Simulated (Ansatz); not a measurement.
## MgS, space group F-43m: a convergence test of the k-point mesh, step by step

Program: the Ansatz DFT code, driven from Python.

Contents of `POSCAR`:
```text
MgS
1.0
   0.00000000    2.83312005    2.83312005
   2.83312005    0.00000000    2.83312005
   2.83312005    2.83312005    0.00000000
Mg S
1 1
Direct
   0.00000000    0.00000000    0.00000000
   0.75000000    0.75000000    0.75000000
```

Run as a notebook:

```python
import ansatz as az
from ase.io import read
import pandas as pd

atoms = read('POSCAR', format='vasp')
system = az.Crystal.from_ase(atoms)
```

```python
len(system.resolved().sites)
```

    2

```python
calculation = system.calculation()
calculation = calculation.basis(420)
calculation = calculation.functional('pbesol', dispersion='d3bjatm').occupations(az.OccupationsMethod.FIXED)

rows = []
for value in [(2, 2, 2), (4, 4, 4), (6, 6, 6), (8, 8, 8), (10, 10, 10)]:
    rep = calculation.kpoints(*value).run().report
    rows.append((value, rep['free_energy_ev'] / len(rep['lattice']['sites']), rep['n_iterations'], rep['n_kpoints']))
```

```python
table = pd.DataFrame(rows, columns=['mesh', 'F/atom (eV)', 'iterations', 'k-points'])
table.round(5)
```

               mesh  F/atom (eV)  iterations  k-points
    0     (2, 2, 2)  -1399.72571           6         3
    1     (4, 4, 4)  -1400.09551           6         8
    2     (6, 6, 6)  -1400.10311           6        16
    3     (8, 8, 8)  -1400.10340           6        29
    4  (10, 10, 10)  -1400.10342           6        47

```python
# differences from the last row
for row in rows[:-1]:
    shift = 1000 * (row[1] - rows[-1][1])
    print(f'{row[0]}: {shift:+.2f} meV/atom' + ('  (within 5 meV)' if abs(shift) < 5 else ''))
```

    (2, 2, 2): +377.71 meV/atom
    (4, 4, 4): +7.91 meV/atom
    (6, 6, 6): +0.30 meV/atom  (within 5 meV)
    (8, 8, 8): +0.01 meV/atom  (within 5 meV)

From 6×6×6 on it stays within 5 meV an atom of the value at 10×10×10; the first row (2×2×2) is off by 377.7 meV and the last but one by 0.01 meV.

This cell is a computed structure, which may not be the phase found in nature. Shifts are counted from the finest mesh, which is itself no proven limit. Run time: 5.9 s on 1 thread of Intel(R) Xeon(R) Platinum 8259CL CPU @ 2.50GHz (Skylake/Cascade Lake) (shared host), peak memory 0.46 GiB.
